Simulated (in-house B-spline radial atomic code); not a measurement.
# As²⁺ in a hard spherical wall

Aim: energy and levels of As²⁺ squeezed by an impenetrable sphere of shrinking radius. More than one configuration is followed.

The numbers are computed with in-house B-spline radial atomic code version 1 (non-relativistic LDA (Slater, VWN5), spherical fractional occupations, point nucleus, basis-set limit), except any that are marked as measured or tabulated.

## Step 1: The system

```
element       : arsenic (Z = 33)
charge        : +2
electrons     : 31
configuration : [Ar] 3d10 4s2 4p1
Hamiltonian   : non-relativistic
nucleus       : point
```

Outer shells as boxes (Hund's rule):

[Ar] 3d10 4s2 4p1
```
[Ar] core
3d [↑↓][↑↓][↑↓][↑↓][↑↓]
4s [↑↓]
4p [↑ ][  ][  ]
```

The boxes only draw the filling; these runs are spin-restricted and spherical.

Input settings:

```ini
Z = 33
electrons = 31.0
configuration = [Ar] 3d10 4s2 4p1
hamiltonian = nr
method = lda,vwn
spin_polarised = False
```

From the earlier run of the reference: total energy -2231.524067 hartree. Levels, eight at most:

| orbital | occupation | energy (eV) | <r> (bohr) |
| --- | --- | --- | --- |
| 1s | 2 | -11541.3 | 0.04644 |
| 2s | 2 | -1466.21 | 0.2070 |
| 2p | 6 | -1314.81 | 0.1790 |
| 3s | 2 | -204.53 | 0.6103 |
| 3p | 6 | -153.39 | 0.6224 |
| 3d | 10 | -63.286 | 0.6726 |
| 4s | 2 | -33.189 | 1.829 |
| 4p | 1 | -22.937 | 2.141 |

## Step 2: Wall at 5.47 bohr, configuration [Ar] 3d10 4s2 4p1

Input settings:

```ini
Z = 33
electrons = 31.0
configuration = [Ar] 3d10 4s2 4p1
hamiltonian = nr
method = lda,vwn
spin_polarised = False
wall_radius = 5.47
```

## Step 3: Wall at 2.81 bohr, configuration [Ar] 3d10 4s2 4p1

Changes to the settings of step 2:

```diff
@@ -6,2 +6,2 @@
 spin_polarised = False
-wall_radius = 5.47
+wall_radius = 2.81
```

## Step 4: Wall at 1.67 bohr, configuration [Ar] 3d10 4s2 4p1

Changes to the settings of step 3:

```diff
@@ -6,2 +6,2 @@
 spin_polarised = False
-wall_radius = 2.81
+wall_radius = 1.67
```

## Step 5: Wall at 5.47 bohr, configuration [Ar] 3d10 4s2 4d1

Input settings:

```ini
Z = 33
electrons = 31.0
configuration = [Ar] 3d10 4s2 4d1
hamiltonian = nr
method = lda,vwn
spin_polarised = False
wall_radius = 5.47
```

## Step 6: Wall at 2.81 bohr, configuration [Ar] 3d10 4s2 4d1

Changes to the settings of step 5:

```diff
@@ -6,2 +6,2 @@
 spin_polarised = False
-wall_radius = 5.47
+wall_radius = 2.81
```

## Step 7: Wall at 1.67 bohr, configuration [Ar] 3d10 4s2 4d1

Changes to the settings of step 6:

```diff
@@ -6,2 +6,2 @@
 spin_polarised = False
-wall_radius = 2.81
+wall_radius = 1.67
```

## Step 8: Wall at 5.47 bohr, configuration [Ne] 3s2 3p5 3d10 4s2 4p1 4d1

Input settings:

```ini
Z = 33
electrons = 31.0
configuration = [Ne] 3s2 3p5 3d10 4s2 4p1 4d1
hamiltonian = nr
method = lda,vwn
spin_polarised = False
wall_radius = 5.47
```

## Step 9: Wall at 2.81 bohr, configuration [Ne] 3s2 3p5 3d10 4s2 4p1 4d1

Changes to the settings of step 8:

```diff
@@ -6,2 +6,2 @@
 spin_polarised = False
-wall_radius = 5.47
+wall_radius = 2.81
```

## Step 10: Wall at 1.67 bohr, configuration [Ne] 3s2 3p5 3d10 4s2 4p1 4d1

Changes to the settings of step 9:

```diff
@@ -6,2 +6,2 @@
 spin_polarised = False
-wall_radius = 2.81
+wall_radius = 1.67
```

Before running: What do the energy and the highest level do as the wall closes in, and which configuration is lower at each radius?

**Answer**, as computed:

| configuration | radius (bohr) | energy above the free system (eV) | pressure (GPa) | highest level (eV) |
| --- | --- | --- | --- | --- |
| [Ar] 3d10 4s2 4p1 | 5.47 | 0.0960 | 0.581 | -22.779 (4p) |
| [Ar] 3d10 4s2 4p1 | 2.81 | 21.726 | 486 | -9.428 (4p) |
| [Ar] 3d10 4s2 4p1 | 1.67 | 296.58 | 24877 | 89.351 (4p) |
| [Ar] 3d10 4s2 4d1 | 5.47 | 14.099 | 3.32 | -10.120 (4d) |
| [Ar] 3d10 4s2 4d1 | 2.81 | 46.419 | 600 | 14.932 (4d) |
| [Ar] 3d10 4s2 4d1 | 1.67 | 336.38 | 25036 | 129.59 (4d) |
| [Ne] 3s2 3p5 3d10 4s2 4p1 4d1 | 5.47 | 150.95 | 2.74 | -11.336 (4d) |
| [Ne] 3s2 3p5 3d10 4s2 4p1 4d1 | 2.81 | 186.93 | 713 | 12.041 (4d) |
| [Ne] 3s2 3p5 3d10 4s2 4p1 4d1 | 1.67 | 539.66 | 30280 | 125.84 (4d) |

What this shows: For [Ar] 3d10 4s2 4p1 the energy above the free reference is 0.0960 eV at 5.47 bohr and 296.58 eV at 1.67 bohr, where the electrons press on it with 24877 GPa. Its highest level passes zero between 2.81 and 1.67 bohr; in smaller spheres the level is positive, pushed up by confinement, and the wall keeps the electron in. Of [Ar] 3d10 4s2 4p1 and [Ar] 3d10 4s2 4d1, the first stays lower at every radius that both share. At 1.67 bohr the lowest of all 3 is [Ar] 3d10 4s2 4p1. A hard wall is a crude model of an atom's surroundings.
